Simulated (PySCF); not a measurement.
**AsI: from the state search to spectroscopic constants**

The task here is to estimate one member of a computed series from the others.

The runs use PySCF 2.14.0; As x2c-TZVPPall, I x2c-TZVPPall, spin-free X2C with a Gaussian nucleus.

Set-up of the first run:

The job is set up so:

| Item | Value |
| --- | --- |
| atoms | As, I |
| charge | 0 |
| basis | As x2c-TZVPPall, I x2c-TZVPPall |
| Hamiltonian | spin-free X2C with a Gaussian nucleus |
| basis functions | 108 |
| electrons treated | 86 |
| masses in u | 74.9216, 126.9045 |
| levels | PBE0, PBE, r²SCAN, B97-3, PBEsol, B2PLYP, BHandHLYP, LC-ωPBE, HF, MP2, SCS-MP2, CCSD, CCSD(T) |
| grid | 80 radial by 434 angular points |
| occupations | held fixed by the projection of orbital angular momentum |
| dissociation limit | As + I, each in its ground configuration |
| starting distance in angstrom | 2.485 |
| values of 2S to try | 0, 2, 4 |

On the command line:

```bash
> OMP_NUM_THREADS=2 python dia.py task.json out
```

Among the steps run: Input; PBE0 along the bond; Other states along the same grid; PBE; r²SCAN; B97-3; PBEsol (GGA); B2PLYP (double hybrid); BHandHLYP (global hybrid GGA); LC-ωPBE (range-separated hybrid); UHF (mean field); Correlated methods on the Hartree–Fock reference.

One table of the session follows, with a row left open; its other results are not shown here.

It belongs to the step «The curves together». Energy (eV) from each level's lowest point:

| R (Å) | UHF | UHF-MP2 | UHF-SCS-MP2 | UHF-CCSD | UHF-CCSD(T) |
| --- | --- | --- | --- | --- | --- |
| 2.148 | 1.362 | 1.077 | 1.151 | n/a | n/a |
| 2.248 | 0.637 | 0.450 | 0.500 | 0.513 | 0.519 |
| 2.348 | 0.227 | 0.124 | 0.153 | 0.159 | 0.163 |
| 2.423 | 0.067 | 0.019 | 0.033 | 0.036 | 0.038 |
| 2.498 | 0.000 | 0.000 | 0.000 | 0.000 | 0.000 |
| 2.573 | ? | ? | ? | ? | ? |
| 2.673 | 0.083 | 0.177 | 0.152 | 0.138 | 0.133 |
| 2.798 | 0.254 | 0.445 | 0.414 | 0.347 | 0.339 |
| 2.948 | 0.461 | 0.881 | 0.852 | 0.654 | 0.649 |
| 3.147 | 0.651 | 1.348 | 1.312 | n/a | n/a |

Q: Estimate the row for R (Å) = 2.573 from the others.

Worked estimate for «UHF». A straight line through the neighbours (2.498, 0.000) and (2.673, 0.083) gives 0.000 + (0.083 − 0.000) × (2.573 − 2.498) / (2.673 − 2.498) = 0.036; a parabola fitted to 4 rows on both sides gives 0.011.

**Answer.** UHF: 0.003; UHF-MP2: 0.045; UHF-SCS-MP2: 0.032; UHF-CCSD: 0.029; UHF-CCSD(T): 0.027. In «UHF» the line misses by +0.033 and the parabola by +0.008.
